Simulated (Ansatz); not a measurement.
**C3H5BClF: up Jacob's ladder to CCSD(T)**

The task here is to estimate one member of a computed series from the others.

Program: Ansatz 0.2.0, Gaussian basis. Level of theory: functionals in def2-TZVPP, the program's frozen cores in correlated methods. These are calculated values, not measurements.

The runs, in order: PBE-D4, r2SCAN-D4, PBE0-D4, B3LYP-D4, ωB97X-V, ωB97M-V, B2PLYP; CCSD(T)/def2-TZVPP; MP2/def2-QZVPP; extrapolation to the limit.

### The relaxed structure

An earlier PBE0-D4 in a triple-zeta def2 set relaxation fixed the geometry.

SMILES `BC(Cl)C(=C)F`, 11 atoms, charge 0, spin multiplicity 1.

Atoms are counted from 1 here; the program's logs count them from 0.

Bond lengths: B1–C2 1.564 Å, B1–H7 1.190 Å, B1–H8 1.192 Å, C2–Cl3 1.870 Å, C2–C4 1.464 Å, C2–H9 1.086 Å, C4–C5 1.325 Å, C4–F6 1.335 Å, C5–H10 1.080 Å, C5–H11 1.082 Å. Angles: C2–B1–H7 119.3°, C2–B1–H8 117.8°, H7–B1–H8 122.4°, B1–C2–Cl3 75.5°, B1–C2–C4 124.5°, B1–C2–H9 118.7°, Cl3–C2–C4 111.8°, Cl3–C2–H9 105.9°, C4–C2–H9 111.9°, C2–C4–C5 125.0°, C2–C4–F6 114.6°, C5–C4–F6 120.3°, C4–C5–H10 119.9°, C4–C5–H11 121.0°, H10–C5–H11 119.1°.

Coordinates:

```
atom    x (Å)    y (Å)    z (Å)
  B1  -1.4609  -0.6668  -0.9439
  C2  -0.0044  -0.4182  -0.4305
 Cl3  -0.0216   0.2997  -2.1574
  C4   0.3613   0.5855   0.5708
  C5   1.3745   0.4795   1.4174
  F6  -0.4620   1.6346   0.6336
  H7  -2.3097   0.1280  -0.6936
  H8  -1.6986  -1.7159  -1.4570
  H9   0.7045  -1.2399  -0.4578
 H10   2.0523  -0.3587   1.3444
 H11   1.5304   1.2152   2.1949
```

Set-up of the first run:

File in.yaml:

```yaml
crystal:
  periodic: [false, false, false]
  atoms:
    - {symbol: B, position_ang: [-1.460867, -0.666833, -0.943880]}
    - {symbol: C, position_ang: [-0.004399, -0.418218, -0.430522]}
    - {symbol: Cl, position_ang: [-0.021627, 0.299669, -2.157448]}
    - {symbol: C, position_ang: [0.361259, 0.585546, 0.570794]}
    - {symbol: C, position_ang: [1.374455, 0.479515, 1.417418]}
    - {symbol: F, position_ang: [-0.462002, 1.634648, 0.633560]}
    - {symbol: H, position_ang: [-2.309724, 0.128032, -0.693640]}
    - {symbol: H, position_ang: [-1.698568, -1.715948, -1.456996]}
    - {symbol: H, position_ang: [0.704493, -1.239867, -0.457782]}
    - {symbol: H, position_ang: [2.052287, -0.358715, 1.344441]}
    - {symbol: H, position_ang: [1.530392, 1.215174, 2.194855]}
basis:
  gaussian: {orbitals: def2-TZVPP}
hamiltonian: {xc: pbe, dispersion: d4}
output: {forces: true, orbitals: {seedname: orbitals}}
```

The run is started by

```sh
ansatz run in.yaml --threads 4 --pin off --events-out ev --progress --plain --max-ram 10444MiB
```

Steps of the session up to this table: PBE-D4 (GGA); r2SCAN-D4 (meta-GGA); PBE0-D4 (hybrid); B3LYP-D4 (hybrid); ωB97X-V (range-separated); ωB97M-V (range-separated); B2PLYP (double hybrid); CCSD(T) in def2-TZVPP; MP2 in def2-QZVPP.

One of the session's tables, all rows but one given; the rest of the session is left out.

It belongs to the step «Atomisation energies». 

| method | atomisation energy (kJ/mol) |
| --- | --- |
| PBE-D4 | 4430.3 |
| r2SCAN-D4 | 4322.5 |
| PBE0-D4 | 4335.2 |
| B3LYP-D4 | 4282.9 |
| ωB97X-V | 4284.0 |
| ωB97M-V | 4302.3 |
| B2PLYP | 4239.9 |
| HF/def2-TZVPP | 3139.3 |
| MP2/def2-TZVPP | 4272.5 |
| CCSD/def2-TZVPP | 4084.3 |
| CCSD(T)/def2-TZVPP | ? |
| MP2/CBS | 4373.8 |
| CCSD(T)/CBS | 4263.7 |

Q: Estimate the row for CCSD(T)/def2-TZVPP from the others.

**Answer.** atomisation energy (kJ/mol): 4162.4. In the column «atomisation energy (kJ/mol)» it lies between CCSD/def2-TZVPP (4084.3) and B2PLYP (4239.9).

To keep in mind: Free atoms (1 B, 3 C, 1 Cl, 1 F, 5 H) were run apart at each level; the atomisation energy is their sum less the molecule, without zero-point or spin-orbit terms.
